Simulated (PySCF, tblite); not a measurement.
**CaH4O2 (+2), an ion with solvent molecules: NMR shifts, interaction energy, infrared bands, spin-spin couplings and electronic excitations**

Wanted: the NMR shifts, interaction energy, infrared bands, spin-spin couplings and electronic excitations for `[Ca+2]` with 2 × `O`.

Computed with tblite 0.8.0 and PySCF 2.14.0; each step states its level. No surroundings beyond the atoms listed, unless a continuum is named. Atoms count from 0, parts from 1.

## Step 1: The system as given

7 atoms, charge 2, multiplicity 1; geometry: rigid parts in contact. Parts: 1 = atom 0, `[Ca+2]`, charge 2; 2 = atoms 1–3, `O`, charge 0; 3 = atoms 4–6, `O`, charge 0.

## Step 2: Search for minima with GFN2-xTB

What the job is given:

```
{"job": {"kind": "dock", "xc": "GFN2-xTB", "basis": "xTB"}, "charge": 2, "multiplicity": 1, "parts": [{"atoms": "0-0", "charge": 2, "multiplicity": 1}, {"atoms": "1-3", "charge": 0, "multiplicity": 1}, {"atoms": "4-6", "charge": 0, "multiplicity": 1}]}
Ca     0.067903    -0.054784     0.155524
O     -0.565892     0.661122     2.076144
H     -0.677369     1.613320     2.308807
H     -1.100655     0.168317     2.744204
O      1.621137    -0.774282    -1.150550
H      1.571729    -0.739315    -2.133661
H      2.453575    -1.258335    -0.943919
```

Level: GFN2-xTB search for minima from random contacts, gas phase.

The run is started by

```console
> OMP_NUM_THREADS=1 python cluster_run.py task.json out
```

One launch serves the whole session: the jobs run in the order shown.

**Question.** The jobs that follow are: PBE0-D3(BJ)/def2-SVPD geometry optimisation, gas phase; GIAO PBE0/pcSseg-2 NMR shielding, non-relativistic, gas phase; wB97M-D3(BJ)/def2-TZVPD interaction energy, counterpoise and uncorrected, gas phase; PBE0-D3(BJ)/def2-TZVPD interaction energy, counterpoise and uncorrected, gas phase; PBE0-D3(BJ)/def2-SVPD harmonic vibrations by differences of gradients, gas phase; B3LYP/pcJ-1 Ca:pcSseg-1 indirect spin-spin coupling, non-relativistic, gas phase; TDDFT CAM-B3LYP/def2-SVPD, vertical, gas phase, core orbitals frozen in the response. Predict: binding energy (GFN2-xTB); point group; rotational constants (main isotopes); shieldings of H, Ca, O (PBE0/pcSseg-2, a mean where the table joins atoms); largest proton shift on binding; interaction energy, counterpoise (wB97M-D3(BJ)/def2-TZVPD); superposition error; binding energy (with deformation); strongest single infrared mode (PBE0-D3(BJ)/def2-SVPD); largest coupling of the table (B3LYP/pcSseg-1+pcJ-1); lowest singlet (CAM-B3LYP/def2-SVPD); lowest triplet.

**Answer**, as computed:

| quantity | value |
| --- | --- |
| binding energy (GFN2-xTB) | -393.8 kcal/mol (rough: tight binding is poor for bare ions) |
| point group | D2d |
| rotational constants (main isotopes) | 212.27, 2.53, 2.53 GHz |
| shieldings of H, Ca, O (PBE0/pcSseg-2, a mean where the table joins atoms) | H2 26.4, Ca0 1252.9, O1 284.3 ppm |
| largest proton shift on binding | H5, +4.48 ppm |
| interaction energy, counterpoise (wB97M-D3(BJ)/def2-TZVPD) | -104.8 kcal/mol |
| superposition error | 0.25 kcal/mol |
| binding energy (with deformation) | -104.6 kcal/mol |
| strongest single infrared mode (PBE0-D3(BJ)/def2-SVPD) | 3743 cm⁻¹ |
| largest coupling of the table (B3LYP/pcSseg-1+pcJ-1) | 1J(O,H) O1–H2, -102.2 Hz (mean over like pairs) |
| lowest singlet (CAM-B3LYP/def2-SVPD) | 7.85 eV (158 nm), f = 0.020 |
| lowest triplet | 7.74 eV |
| range of the interaction energy over the runs of this table | -107.4 to -104.8 kcal/mol |

What this shows: At its xTB geometry the search ends with the contact Ca0···O1 (bond, 2.12 Å); 6 starts can't prove it the lowest minimum. Further contacts there: Ca0···O4 (bond, 2.12 Å). A later relaxation moves these distances. The start of the PBE0/def2-SVPD relaxation was shaken at random by about 0.01 Å, so part of the energy gained, and of the first lengths quoted, undoes that. Over 4 steps the energy fell by 0.234 eV; of the close pairs, Ca0–O4 changed most, 2.114 to 2.274 Å. At PBE0/pcSseg-2: Shielding is most anisotropic at Ca0 (span 240 ppm, paramagnetic term -163 ppm). On binding (GIAO PBE0/pcSseg-2 NMR shielding, non-relativistic, gas phase), H5 moves most among the protons, 4.48 ppm downfield. Tight binding gave -393.8 kcal/mol, far from this level. At PBE0-D3(BJ)/def2-SVPD the lowest mode is imaginary (17i cm⁻¹), so the geometry is not a minimum there. The interaction energy runs from -107.4 (PBE0-D3(BJ)/def2-TZVPD) to -104.8 kcal/mol (wB97M-D3(BJ)/def2-TZVPD).
